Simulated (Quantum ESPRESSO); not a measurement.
Write the native input for Quantum ESPRESSO 7.5 that does the following.

| Item | Value |
| --- | --- |
| Task | relaxation of the atoms |
| Functional | LDA |
| Potentials or basis | PseudoDojo 0.4.1 SR LDA standard |
| Cutoff | 1197 eV |
| Density cutoff | 4789 eV |
| k mesh | 8 × 8 × 8 |
| Occupations | gaussian, width 0.01 eV |
| Spin | no spin polarisation |
| Form of the LDA correlation | PW92 |
| Mixing beta | 0.5 |
| Most SCF iterations | 120 |
| SCF threshold | 4e-10 Ry |
| Most ionic steps | 40 |
| Forc conv thr | 0.0001 Ry/bohr |
| Etot conv thr | 1e-05 Ry |
| Tstress | yes |
| Ion dynamics | bfgs |

Crystal: InP.

```
CELL_PARAMETERS angstrom
-0.01456 2.91125 2.91125
2.89669 0.00000 2.89669
2.91125 2.91125 -0.01456
ATOMIC_POSITIONS crystal
In 0.00000 0.00000 0.00000
P 0.25000 0.25000 0.25000
```

The cell was built by a generator and isn't the measured one.

One way to write it, as run:

pw.in

```
&CONTROL
  calculation = 'relax'
  prefix = 'pwscf'
  outdir = './tmp'
  pseudo_dir = './pseudo'
  tprnfor = .true.
  tstress = .true.
  disk_io = 'low'
  nstep = 40
  forc_conv_thr = 0.0001
  etot_conv_thr = 1d-05
/
&SYSTEM
  ibrav = 0
  nat = 2
  ntyp = 2
  ecutwfc = 88
  nbnd = 15
  occupations = 'smearing'
  smearing = 'gaussian'
  degauss = 0.00073499
/
&ELECTRONS
  conv_thr = 4d-10
  electron_maxstep = 120
  mixing_beta = 0.5
/
&IONS
  ion_dynamics = 'bfgs'
/
ATOMIC_SPECIES
In   114.8180 In.upf
P     30.9738 P.upf
CELL_PARAMETERS angstrom
  -0.0145562500    2.9112500000    2.9112500000
   2.8966937500    0.0000000000    2.8966937500
   2.9112500000    2.9112500000   -0.0145562500
ATOMIC_POSITIONS crystal
In     0.0000000000    0.0000000000    0.0000000000
P      0.2500000000    0.2500000000    0.2500000000
K_POINTS automatic
8 8 8 0 0 0
```

Potentials or basis: PseudoDojo 0.4.1 SR LDA standard.

Command:

```console
$ OMP_NUM_THREADS=1 pw.x -in pw.in > pw.out
```

Results of the run:

- Energy gained by relaxing: 0.2 meV/atom
- Ionic steps: 4
- Pressure after relaxing: 0.0 GPa
- Band gap on the k mesh: 0.56 eV, direct

Caveat: spin-orbit coupling is left out, which moves the levels of the heavy elements.

Run time: 10 min on 1 thread of AMD EPYC 7571 (shared host), peak memory 0.16 GiB.
